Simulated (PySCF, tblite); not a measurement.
# C4H9O2PSi: geometry, infrared bands and NMR shifts

Aim: predict the infrared bands and NMR shifts of C4H9O2PSi (`C=CP([SiH3])C(=O)OC`).

Programs: tblite 0.8.0 and PySCF 2.14.0, with density-fitted response routines of our own. Each step states its level of theory. These are calculated values for one molecule in the gas phase, unless marked as measured. Atoms are numbered from 0 throughout.

### 1 Starting geometry

17 atoms, charge 0, multiplicity 1; geometry from: force field or distance geometry start.

Bonds of the start (Å): C0–C1 1.33, C1–P2 1.87, P2–Si3 2.22, P2–C4 1.83, C4–O5 1.23, C4–O6 1.36, O6–C7 1.43, C0–H8 1.09, C0–H9 1.09, C1–H10 1.08, Si3–H11 1.50, Si3–H12 1.49, Si3–H13 1.48, C7–H14 1.10, C7–H15 1.09, C7–H16 1.09.

### 2 Optimising the geometry with GFN2-xTB

Job settings and geometry (Å):

```
{"job": {"kind": "relax", "xc": "GFN2-xTB", "basis": "xTB"}, "charge": 0, "multiplicity": 1}
C     -2.525000     1.583200     1.496300
C     -1.613700     1.228700     0.590600
P     -0.449100    -0.178100     0.996100
Si    -1.278000    -1.731300    -0.350800
C      0.975700     0.177300    -0.089100
O      0.842500     1.013800    -0.982100
O      2.114500    -0.514600     0.166200
C      3.215600    -0.182200    -0.679100
H     -3.201600     2.408800     1.287800
H     -2.651600     1.088200     2.460300
H     -1.535700     1.767800    -0.340700
H     -2.587700    -2.207100     0.192000
H     -0.349600    -2.892000    -0.372300
H     -1.470800    -1.218200    -1.720500
H      3.473300     0.877500    -0.571600
H      2.965100    -0.419100    -1.712900
H      4.069100    -0.790700    -0.380000
```

Started as:

```sh
OMP_NUM_THREADS=1 python probes_run.py task.json out
```

The driver reads the jobs from task.json and runs them one after another.

**Question.** This job is followed by: GFN2-xTB harmonic vibrations, gas phase; GIAO PBE0/pcSseg-1 NMR shielding, non-relativistic, gas phase. What will the session give for the following? strongest single infrared mode (GFN2-xTB); zero-point energy (GFN2-xTB); ¹³C shifts against TMS (PBE0/pcSseg-1); ¹H shifts against TMS (PBE0/pcSseg-1, means over atoms taken as alike); ³¹P shifts against H3PO4 (PBE0/pcSseg-1); ²⁹Si shifts against TMS (PBE0/pcSseg-1); ¹⁷O shifts against H2O (PBE0/pcSseg-1); surface potential, 1st and 99th percentile.

The runs gave:

| quantity | value |
| --- | --- |
| strongest single infrared mode (GFN2-xTB) | 1747 cm⁻¹, 398 km/mol |
| zero-point energy (GFN2-xTB) | 73.0 kcal/mol |
| ¹³C shifts against TMS (PBE0/pcSseg-1) | 187.8, 142.4, 132.5, 53.4 ppm |
| ¹H shifts against TMS (PBE0/pcSseg-1, means over atoms taken as alike) | 7.30, 6.14, 5.84, 4.16, 4.00 ppm |
| ³¹P shifts against H3PO4 (PBE0/pcSseg-1) | -121.8 ppm |
| ²⁹Si shifts against TMS (PBE0/pcSseg-1) | -64.4 ppm |
| ¹⁷O shifts against H2O (PBE0/pcSseg-1) | 465.0, 199.4 ppm |
| surface potential, 1st and 99th percentile | -1.39 V and 1.08 V |

In words: Over 112 steps the energy fell by 0.293 eV; of the close pairs, C1–P2 changed most, 1.871 to 1.809 Å. No mode is imaginary among the 45: a minimum at this level. The strongest single mode, at 1747 cm⁻¹, moves mainly C4 and O5. Unscaled tight-binding wavenumbers are off by several per cent, some by more. Its intensities can rank the bands wrongly. H10 (hydrogen on an alkene CH) lies farthest downfield among hydrogen, at 7.30 ppm; olefinic region. At PBE0/pcSseg-1: The largest span, 788 ppm, is at O5, where the paramagnetic term is -533 ppm. At PBE0/pcSseg-1, counted by nearest atom on the grid, the HOMO lies on P2 44 %; C0 18 %, the LUMO on C0, C1 about 15 % each; P2 15 %.
